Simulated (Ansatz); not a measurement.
Predict the output of the script below (Ansatz 0.2.0, Python API).

The script, `energy_c4h5fge.py`:
```python
"""Electronic structure of the C4H5FGe molecule."""

from pathlib import Path

import ansatz as az
import numpy as np

GEOMETRY = """
F    -2.09140    1.48170   -0.54720
C    -0.96930    0.78000   -0.25630
C     0.20060    1.34690    0.00890
C     1.29100    0.40270    0.29920
C     0.95460   -0.88260    0.25580
Ge   -0.88460   -1.11680   -0.18040
H     0.34010    2.41990    0.01100
H     2.29600    0.72900    0.53170
H     1.64980   -1.68910    0.44680
H    -1.70290   -1.69820    1.00040
H    -1.08380   -1.77350   -1.56990
"""

system = az.Crystal.molecule()
for line in GEOMETRY.strip().splitlines():
    symbol, *xyz = line.split()
    system = system.atom(symbol, [float(v) for v in xyz])

calculation = system.calculation()
calculation = calculation.basis(gaussian="def2-SVP").functional("pbe0")
calculation = calculation.forces()
calculation = calculation.orbitals()
done = calculation.run(threads=1, runs_dir="out")
r = done.report

print(f"E = {r['free_energy_ev']:.6f} eV = {r['free_energy_ev'] / 27.211386246:.7f} Ha")
print("converged:", r["converged"], " doubts:", r["published_state_doubts"] or "none")

state = r["mean_field"]["state"]
print(f"mean field: {state['energy']['hartree']:.7f} Ha, <S^2> = {abs(state['spin_squared']):.4f}, stability: {state.get('stability', {}).get('kind')}")

symbols = [site.symbol for site in system.cartesian_sites]
forces = np.array(r["forces_ev_ang"])
print("largest force", round(float(np.linalg.norm(forces, axis=1).max()), 4), "eV/A, rms", round(float(np.sqrt((forces ** 2).mean())), 4))

charges = r["charge_distribution"]
dipole = np.array(charges["dipole_moment_e_ang"]) * 4.803205
print("dipole (D): {:.3f} {:.3f} {:.3f}, length {:.3f}".format(*dipole, np.linalg.norm(dipole)))
print("atom  Mulliken   Lowdin")
for symbol, m, l in zip(symbols, charges["mulliken_charges_e"], charges["lowdin_charges_e"]):
    print(f"{symbol:4s} {m:9.3f} {l:8.3f}")

lines = Path(r["orbitals_path"]).read_text().splitlines()
field_of = lambda key: [line.split("=")[1].strip() for line in lines if line.startswith(key)]
orbitals = [(27.211386 * float(e), s, float(n)) for e, s, n in zip(field_of("Ene="), field_of("Spin="), field_of("Occup="))]
homo = max(e for e, _, n in orbitals if n > 0.5)
lumo = min(e for e, _, n in orbitals if n < 0.5)
print(f"HOMO {homo:.3f} eV, LUMO {lumo:.3f} eV, gap {lumo - homo:.3f} eV")
```

Running `python energy_c4h5fge.py` prints:
```text
E = -63435.674786 eV = -2331.2180502 Ha
converged: True  doubts: none
mean field: -2331.2180502 Ha, <S^2> = 0.0000, stability: minimum
largest force 2.4795 eV/A, rms 0.6122
dipole (D): 1.074 -0.853 0.283, length 1.401
atom  Mulliken   Lowdin
F       -0.222    0.085
C        0.094   -0.111
C       -0.061   -0.073
C        0.003   -0.000
C       -0.203   -0.073
Ge       0.370    0.177
H        0.033    0.023
H        0.029    0.018
H        0.040    0.012
H       -0.042   -0.029
H       -0.042   -0.029
HOMO -6.600 eV, LUMO -1.313 eV, gap 5.287 eV
```

Notes:
- The settings weren't tested for convergence.
- The geometry is a force-field or estimated start, not a minimum of this method, and the basis set is short of its limit.
- The Löwdin charges here are taken after orthogonalising the functions within each atom; they differ from plain Löwdin charges, and their signs can be unphysical.
- Levels such as HOMO and LUMO are orbital energies: with these approximate functionals they aren't the ionisation energy and electron affinity, and their gap isn't the fundamental gap.
- Hardware and time: 14 s on 1 thread of Arm Neoverse N1, on a shared host, peak memory 0.38 GiB.

(Lines on the test bed's own set-up are left out of the output.)
